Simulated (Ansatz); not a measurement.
# Bi: the cost of one run

Method: DFT LDA, scalar-relativistic, in Ansatz 0.2.0.

## 1. The starting structure

It takes space group R-3m (No. 166, trigonal). The conventional cell has a = 4.546 Å, b = 4.546 Å, c = 11.862 Å, α = 90.00°, β = 90.00°, γ = 120.00°. Bi (site symmetry 3m) has 6 Bi at 3.07 to 3.53 Å as nearest neighbours.

Structure file:

```xyz
2
Lattice="2.2730 1.3123 3.9540 -2.2730 1.3123 3.9540 0.0000 -2.6246 3.9540" Properties=species:S:1:pos:R:3 pbc="T T T"
Bi    0.0000    0.0000    2.7744
Bi    0.0000    0.0000    9.0876
```

Atoms are numbered in the order of the input: Bi1, Bi2.

## 2. After the deformation

Space group R-3m before, P-1 after.

## 3. Full-potential LAPW

input.yaml

```yaml
crystal:
  lattice:
    - [2.1940049238, 1.218911981, 3.9002202502]
    - [-2.351994433, 1.2871019714, 3.9684102405]
    - [-0.0199404907, -2.6839439523, 3.9933695093]
  atoms:
    - { symbol: Bi, position: [0.23389, 0.23389, 0.23389] }
    - { symbol: Bi, position: [0.76611, 0.76611, 0.76611] }
kpoints:
  mp_grid: { grid: [11, 11, 11] }
  band_path:
    path:
      - [0.0, 0.0, 0.0]
      - [0.0, 0.0, -0.5]
      - [0.5, 0.5, 0.5]
      - [0.0, 0.0, 0.0]
      - [0.0, -0.5, 0.0]
      - [0.5, 0.0, 0.0]
      - [0.0, 0.0, 0.0]
      - [0.5, 0.0, 0.5]
      - [0.0, -0.5, -0.5]
    npoints: 5
scf:
  occupations: { method: fermi_dirac, width: 0.03 }
hamiltonian:
  xc: lda
  pseudopotentials: { kind: all_electron, lapw: { basis_error: 0.00025 } }
output:
  forces: true
  stress: true
  eigenvalues: true
```

Command:

```bash
$ ansatz run input.yaml --threads 1 --pin off --max-ram 3072MiB --backend cpu --events-out ev --progress --plain --runs-dir out
```

**Question.** How long does this run take on 1 thread of Intel Xeon 6975P-C (Granite Rapids), shared host, and how much memory does it need?

About 2.6 min, with a peak of 2.6 GiB.
